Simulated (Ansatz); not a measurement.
Born–Oppenheimer molecular dynamics of a periodic cell of 28 atoms, KH$_{7}$C$_{3}$O$_{3}$ (host KH7C3O3, host structure C2/m). It goes on from the last frame of an earlier run, with new velocities.

Theory: Ansatz 0.2.0, DFT PBE, scalar-relativistic, plane waves, PAW. Settings: cutoff 420 eV, k mesh 2x2x1, fermi-dirac smearing 0.05 eV, no spin polarisation.

```json
{"ensemble": "NVT, Nosé–Hoover chain", "time step": "0.5 fs", "steps asked": "240", "set temperature": "1440 K", "thermostat": "time constant 50 fs, chain length 1", "seed": "721249"}
```

First frame:

```xyz
28
Lattice="3.7757 -3.6316 0.0000 3.7757 3.6316 0.0000 -0.5412 0.0000 9.0513" Properties=species:S:1:pos:R:3
K 4.750 0.443 8.613
K 2.159 -0.058 0.710
H 4.076 -2.699 1.980
H 3.419 -2.446 7.446
H 2.909 2.368 7.590
H 3.985 2.193 2.074
H 1.995 1.427 3.227
H 5.029 1.570 6.296
H 4.899 -1.600 6.331
H 1.803 -1.815 3.661
H 4.225 -1.365 3.693
H 2.510 -1.231 5.557
H 2.506 1.410 5.579
H 4.179 0.654 3.795
H 6.281 -0.269 4.067
H 0.502 0.058 5.519
C 5.065 -1.455 3.004
C 1.997 -1.210 6.577
C 1.879 1.266 6.410
C 5.011 1.051 3.093
C 5.904 -0.214 3.015
C 1.014 0.073 6.417
O 4.515 -1.770 1.735
O 2.683 -1.457 7.671
O 2.386 1.562 7.693
O 4.486 1.347 1.858
O 6.988 -0.279 2.208
O 0.144 0.009 7.491
```

Question: What does the run give?

Answer: The run went to its last step.

```
steps done                                               : 240
time covered                                             : 120 fs
mean temperature over the second half                    : 1399 K
spread of the potential energy over the second half      : 35.2 meV per atom
mean potential energy of the second half above the start : 118.7 meV per atom
```

The conserved energy stayed within 1.1 meV per atom of its start (net change 0.46 meV per atom), so the integration is sound. A run of 0.12 ps of so small a system gives no equilibrium averages. Limits of this set-up: coarse k mesh.

Question: What happens to the structure?

Answer: Mean squared displacements from the first frame to the last, about the centre of mass: K 0.22 Å², H 0.42 Å², C 0.24 Å², O 0.75 Å². This is one draw of velocities; another would differ in detail.

Question: How do temperature and energy run in time?

Answer: 
```tsv
time (fs)	T (K)	potential energy less start (eV)	conserved less start (meV/atom)
0.0	1440	0.000	0.00
6.0	1141	1.054	0.22
12.0	1332	0.411	0.04
18.0	1035	1.507	0.31
24.0	1148	1.173	0.03
30.0	888	2.187	0.31
36.0	1173	1.306	-0.05
42.0	1139	1.617	0.36
48.0	1011	2.251	0.09
54.0	1147	2.000	0.43
60.0	1252	1.935	0.19
66.0	969	3.192	0.55
72.0	1426	1.954	0.40
78.0	921	4.068	0.74
84.0	1551	2.250	0.45
90.0	1393	3.276	0.62
96.0	1447	3.559	0.69
102.0	1448	3.963	0.61
108.0	1890	2.961	0.71
114.0	1378	5.173	0.83
120.0	1744	4.307	0.46
```

Run time: 9.8 min on 1 CPU thread of a shared host.
